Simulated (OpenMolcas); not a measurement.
**MP2/pcseg-2 run of BAsH4 (SMILES B[AsH2])**

What is the energy difference between two shapes of BAsH4 at MP2/pcseg-2? 

Program for the calculation: OpenMolcas 26.06.

3 further runs of the same task are left out: 1 that didn't finish, 2 set aside as unsound or not needed.

### 1 Starting point

BAsH4 has 6 atoms, charge 0, and is taken as a singlet. As SMILES, `B[AsH2]`. Geometry: a GFN2-xTB relaxation, a rough one for these elements and not checked as a minimum.

Bond lengths: B1–As2 1.975 Å, B1–H3 1.172 Å, B1–H4 1.172 Å, As2–H5 1.499 Å, As2–H6 1.498 Å. Angles: B1–As2–H5 96.5°, B1–As2–H6 96.5°, As2–B1–H3 120.9°, As2–B1–H4 121.0°, H5–As2–H6 91.6°, H3–B1–H4 117.7°.

### 2 A single-point energy at MP2/pcseg-2

calc.inp reads:

```
>>> EXPORT MOLCAS_PRINT=2

&GATEWAY
  BASLIB=$CurrDir
  COORD
  6
  angstrom
  B       -0.031970      -0.884410       0.174880
  As       0.579370       0.991700       0.253910
  H       -0.797110      -1.301140       0.959340
  H        0.457050      -1.647340      -0.567880
  H        0.571590       1.235290      -1.225060
  H       -0.778940       1.605910       0.404800
  BASIS=pcseg-2
  GROUP=NoSym

&SEWARD

&SCF
  PRORBITALS=1

&MBPT2
  FROZEN=10
```

The basis set pcseg-2 is read from a file made from the Basis Set Exchange's data (not shown).

The run is started by

```console
export MOLCAS_MEM=1860
pymolcas calc.inp > calc.log
```

What it wrote:

```text
--- Start Module: gateway ---
[...]
--- Stop Module: gateway /rc=_RC_ALL_IS_WELL_ ---
[...]
      Basis functions          129
[...]
--- Start Module: scf ---
[...]
       Convergence after  11 Iterations
[...]
::    Total SCF energy                              -2261.2020878138
[...]
      Total spin, S                                     0.0000000000
[...]
      Total electronic charge=   42.000000
      Total            charge=   -0.000000
[...]
      Dipole Moment (debye):
      Origin of the operator (angstrom)=    0.4725    0.7165    0.2281
                   X= -4.5434E-01               Y= -3.4981E-01               Z= -2.9646E-01           Total=  6.4550E-01
      Quadrupole Moment (debye*angstrom):
[...]
--- Stop Module: scf /rc=_RC_ALL_IS_WELL_ ---
[...]
--- Start Module: mbpt2 ---
[...]
WARNING!
Default frozen orbitals as non valence orbitals is overwritten by user input.
Default values:  15
[...]
       Reference weight ( Cref**2 )         =        0.89589
::    Total MBPT2 energy                            -2261.5236219659
[...]
      Total MBPT2 calculations                           0.82      0.90
--- Stop Module: mbpt2 /rc=_RC_ALL_IS_WELL_ ---
[...]
```

Run time: 19 s. Hardware: 1 thread of Arm Neoverse V2, shared host; peak memory 0.89 GiB.

### 3 The distorted shape at the same level

calc.inp reads:

```
>>> EXPORT MOLCAS_PRINT=2

&GATEWAY
 BasLib
 $CurrDir
 Coord
 6
 angstrom
 B        0.000599      -0.618504       0.305281
 As       0.575492       1.015952       0.250809
 H       -0.845527      -1.350820       1.143848
 H        0.390996      -1.705852      -0.368431
 H        0.601887       1.340594      -1.240484
 H       -0.865132       1.834260       0.267830
 Basis
 pcseg-2
 Group
 NoSym

&SEWARD

&SCF
 PrOrbitals
 1

&MBPT2
 Frozen
 10
```

The basis set pcseg-2 is read from a file made from the Basis Set Exchange's data (not shown).

The run is started by

```console
export MOLCAS_MEM=1860
pymolcas calc.inp > calc.log
```

What it wrote:

```text
--- Start Module: gateway ---
[...]
--- Stop Module: gateway /rc=_RC_ALL_IS_WELL_ ---
[...]
      Basis functions          129
[...]
--- Start Module: scf ---
[...]
       Convergence after  11 Iterations
[...]
::    Total SCF energy                              -2261.1246932673
[...]
      Total spin, S                                     0.0000000000
[...]
      Total electronic charge=   42.000000
      Total            charge=   -0.000000
[...]
      Dipole Moment (debye):
      Origin of the operator (angstrom)=    0.4713    0.7717    0.2440
                   X= -4.0484E-03               Y=  4.2735E-01               Z= -4.7668E-01           Total=  6.4021E-01
      Quadrupole Moment (debye*angstrom):
[...]
--- Stop Module: scf /rc=_RC_ALL_IS_WELL_ ---
[...]
--- Start Module: mbpt2 ---
[...]
WARNING!
Default frozen orbitals as non valence orbitals is overwritten by user input.
Default values:  15
[...]
       Reference weight ( Cref**2 )         =        0.88837
::    Total MBPT2 energy                            -2261.4544145246
[...]
      Total MBPT2 calculations                           0.81      0.90
--- Stop Module: mbpt2 /rc=_RC_ALL_IS_WELL_ ---
[...]
```

Run time: 18 s. Hardware: 1 thread of Arm Neoverse V2, shared host; peak memory 0.89 GiB.

### 4 What came out

Level: MP2/pcseg-2, 10 core orbitals frozen.

| quantity | value |
| --- | --- |
| first shape: total energy | -2261.52362 Eh |
| first shape: dipole moment (mean-field density) | 0.65 D |
| first shape: HOMO energy (Hartree–Fock orbitals) | -9.93 eV |
| first shape: LUMO energy (Hartree–Fock orbitals) | 1.38 eV |
| first shape: HOMO–LUMO gap (Hartree–Fock orbitals) | 11.31 eV |
| first shape: correlation energy (10 core orbitals frozen) | -321.5 mEh |
| distorted shape: total energy | -2261.45441 Eh |
| distorted shape: dipole moment (mean-field density) | 0.64 D |
| distorted shape: HOMO energy (Hartree–Fock orbitals) | -10.51 eV |
| distorted shape: LUMO energy (Hartree–Fock orbitals) | 1.19 eV |
| distorted shape: HOMO–LUMO gap (Hartree–Fock orbitals) | 11.70 eV |
| distorted shape: correlation energy (10 core orbitals frozen) | -329.7 mEh |
| energy change with the atoms displaced | 1.883 eV |

With the atoms displaced the energy rises by 1.88 eV (43 kcal/mol). The first shape isn't relaxed at this level, so the change isn't measured from a minimum. Mulliken charges (first shape) of the mean-field density run from -0.10 on As2 to +0.37 on B1.
